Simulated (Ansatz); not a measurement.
**ClFGe2H4O: ionisation energy by level of theory**

The task here is to estimate one member of a computed series from the others.

Computed with Ansatz 0.2.0, Gaussian basis. Level: unrestricted cation, the program's frozen cores in correlated methods.

The runs, in order: UKS PBE-D4/def2-TZVPP; UKS r2SCAN-D4/def2-TZVPP; UKS PBE0-D4/def2-TZVPP; UKS B3LYP-D4/def2-TZVPP; UKS wB97X-V/def2-TZVPP; UKS wB97M-V/def2-TZVPP; UKS B2PLYP/def2-TZVPP; UHF-CCSD(T)/def2-TZVPP; UHF-MP2/def2-QZVPP; extrapolation to the limit; then −ε(HOMO) from the neutral's earlier runs with LDA (SPW92), PBE-D4, revPBE-D4, BLYP-D4, r2SCAN-D4, B97M-V, PBE0-D4, B3LYP-D4, r2SCANh-D4, r2SCAN0-D4, HSE06-D4, BHLYP-D4, CAM-B3LYP-D4, LC-ωPBE, ωB97X-V, ωB97M-V.

**The relaxed structure**

The geometry comes from an earlier relaxation with PBE0-D4 in a triple-zeta def2 set; it is a stationary point, not always the lowest conformer.

9 atoms, charge 0, spin multiplicity 1.

Atoms are counted from 1 here; the program's logs count them from 0.

Bond lengths: O1–Ge2 1.756 Å, O1–H6 0.962 Å, Ge2–F3 1.736 Å, Ge2–Cl4 2.149 Å, Ge2–Ge5 2.418 Å, Ge5–H7 1.531 Å, Ge5–H8 1.531 Å, Ge5–H9 1.530 Å. Angles: Ge2–O1–H6 113.4°, O1–Ge2–F3 107.0°, O1–Ge2–Cl4 108.9°, O1–Ge2–Ge5 111.3°, F3–Ge2–Cl4 103.5°, F3–Ge2–Ge5 111.4°, Cl4–Ge2–Ge5 114.2°, Ge2–Ge5–H7 107.6°, Ge2–Ge5–H8 108.2°, Ge2–Ge5–H9 107.3°, H7–Ge5–H8 111.3°, H7–Ge5–H9 111.0°, H8–Ge5–H9 111.2°.

The first run:

Input file in.yaml:

```yaml
crystal:
  periodic: [false, false, false]
  atoms:
    - {symbol: O, position_ang: [-1.319047, 1.330636, 0.861607]}
    - {symbol: Ge, position_ang: [-0.301247, -0.097185, 0.761111]}
    - {symbol: F, position_ang: [0.785638, -0.042056, 2.113751]}
    - {symbol: Cl, position_ang: [-1.501339, -1.836736, 1.150439]}
    - {symbol: Ge, position_ang: [0.901651, -0.173081, -1.334842]}
    - {symbol: H, position_ang: [-1.874435, 1.350272, 1.646674]}
    - {symbol: H, position_ang: [-0.132008, -0.271174, -2.459315]}
    - {symbol: H, position_ang: [1.732402, 1.106881, -1.455021]}
    - {symbol: H, position_ang: [1.796883, -1.413756, -1.301602]}
basis:
  gaussian: {orbitals: def2-TZVPP}
total_charge: 1
magnetization: {spin_polarized: true, initial_magnetization: 1}
hamiltonian: {xc: pbe, dispersion: d4}
```

Launch:

```console
ansatz run in.yaml --threads 2 --pin off --events-out ev --progress --plain --max-ram 32768MiB --backend cpu
```

Steps of the session up to this table: Cation, UKS PBE-D4/def2-TZVPP; Cation, UKS r2SCAN-D4/def2-TZVPP; Cation, UKS PBE0-D4/def2-TZVPP; Cation, UKS B3LYP-D4/def2-TZVPP; Cation, UKS wB97X-V/def2-TZVPP; Cation, UKS wB97M-V/def2-TZVPP; Cation, UKS B2PLYP (frozen core)/def2-TZVPP; Cation, UHF-CCSD(T)/def2-TZVPP; Cation, UHF-MP2/def2-QZVPP.

One table of the session follows, with a row left open; its other results are not shown here.

It belongs to the step «Ionisation energies side by side». Orbital estimates, from the neutral's runs:

```
  functional  −ε(HOMO) (eV)
 LDA (SPW92)           7.74
      PBE-D4           7.58
   revPBE-D4           7.52
     BLYP-D4           7.43
   r2SCAN-D4           7.93
      B97M-V           8.02
     PBE0-D4           8.87
    B3LYP-D4           8.63
  r2SCANh-D4           8.40
  r2SCAN0-D4           9.09
    HSE06-D4              ?
    BHLYP-D4          10.00
CAM-B3LYP-D4          10.16
     LC-ωPBE          11.46
     ωB97X-V          11.13
     ωB97M-V          10.94
```

**Question.** Estimate the row for HSE06-D4.

**Answer.** −ε(HOMO) (eV): 8.47. In the column «−ε(HOMO) (eV)» it lies between r2SCANh-D4 (8.40) and B3LYP-D4 (8.63).
